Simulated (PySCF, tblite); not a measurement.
# C₃H₁₂SSeSi₂: geometry, infrared bands and NMR shifts

What infrared bands and NMR shifts should C₃H₁₂SSeSi₂ (`CCSC[SiH2][Se][SiH3]`) show?

Computed with tblite 0.8.0 and PySCF 2.14.0, with density-fitted response routines of our own, on a single molecule in the gas phase. Atoms are numbered from 0 throughout.

**1. The starting structure**

19 atoms, charge 0, multiplicity 1; geometry from: force field or distance geometry start.

Bonds of the start (Å): C0–C1 1.51, C1–S2 1.84, S2–C3 1.83, C3–Si4 1.86, Si4–Se5 2.29, Se5–Si6 2.30, C0–H7 1.11, C0–H8 1.12, C0–H9 1.13, C1–H10 1.10, C1–H11 1.12, C3–H12 1.11, C3–H13 1.10, Si4–H14 1.46, Si4–H15 1.48, Si6–H16 1.48, Si6–H17 1.47, Si6–H18 1.45.

**2. Relaxing the molecule with GFN2-xTB**

Job settings and geometry (Å):

```
{"job": {"kind": "relax", "xc": "GFN2-xTB", "basis": "xTB"}, "charge": 0, "multiplicity": 1}
C     -3.672600     0.503800    -0.566600
C     -3.159600    -0.787800     0.023200
S     -1.547800    -0.367100     0.803900
C     -0.338700    -0.232800    -0.560900
Si     1.311800    -0.054900     0.280700
Se     2.983200     0.486300    -1.188600
Si     4.878500     0.449200     0.113400
H     -4.359800     0.319600    -1.419700
H     -2.786000     1.110500    -0.868800
H     -4.213800     1.014500     0.284700
H     -2.936700    -1.544200    -0.739600
H     -3.898200    -1.130300     0.791100
H     -0.307300    -1.184300    -1.141200
H     -0.559500     0.594500    -1.243700
H      1.247900     0.954100     1.333700
H      1.704400    -1.363900     0.841500
H      4.827500    -0.848100     0.825400
H      4.744400     1.488300     1.138500
H      6.072500     0.602200    -0.699500
```

The run is started by

```sh
$ OMP_NUM_THREADS=1 python probes_run.py task.json out
```

This one command runs all jobs of the session in turn.

**Question.** This job is followed by: GFN2-xTB harmonic vibrations, gas phase; GIAO PBE0/pcSseg-1 NMR shielding, non-relativistic, gas phase. What will the session give for the following? strongest single infrared mode (GFN2-xTB); zero-point energy (GFN2-xTB); ¹³C shifts against TMS (PBE0/pcSseg-1); ¹H shifts against TMS (PBE0/pcSseg-1, means over atoms taken as alike); ³³S shifts against CS2 (PBE0/pcSseg-1); ²⁹Si shifts against TMS (PBE0/pcSseg-1); ⁷⁷Se shifts against Me2Se (PBE0/pcSseg-1).

The runs gave:

```
                                                              quantity                             value
                             strongest single infrared mode (GFN2-xTB)              743 cm⁻¹, 571 km/mol
                                          zero-point energy (GFN2-xTB)                     84.3 kcal/mol
                                ¹³C shifts against TMS (PBE0/pcSseg-1)              39.0, 19.2, 16.5 ppm
¹H shifts against TMS (PBE0/pcSseg-1, means over atoms taken as alike)  4.90, 4.70, 2.50, 2.17, 1.37 ppm
                                ³³S shifts against CS2 (PBE0/pcSseg-1)                           -16 ppm
                               ²⁹Si shifts against TMS (PBE0/pcSseg-1)                  -28.9, -62.8 ppm
                             ⁷⁷Se shifts against Me2Se (PBE0/pcSseg-1)                          -680 ppm
```

The optimisation took 70 steps and gained 0.429 eV; among the close pairs (by a distance rule), C0–H9 changed most, from 1.131 to 1.088 Å. No mode is imaginary among the 51: a minimum at this level. Unscaled tight-binding wavenumbers are off by several per cent, some by more. Its intensities can rank the bands wrongly. Spin-orbit coupling is left out, which matters for shieldings and couplings at and beside the heavy atoms.
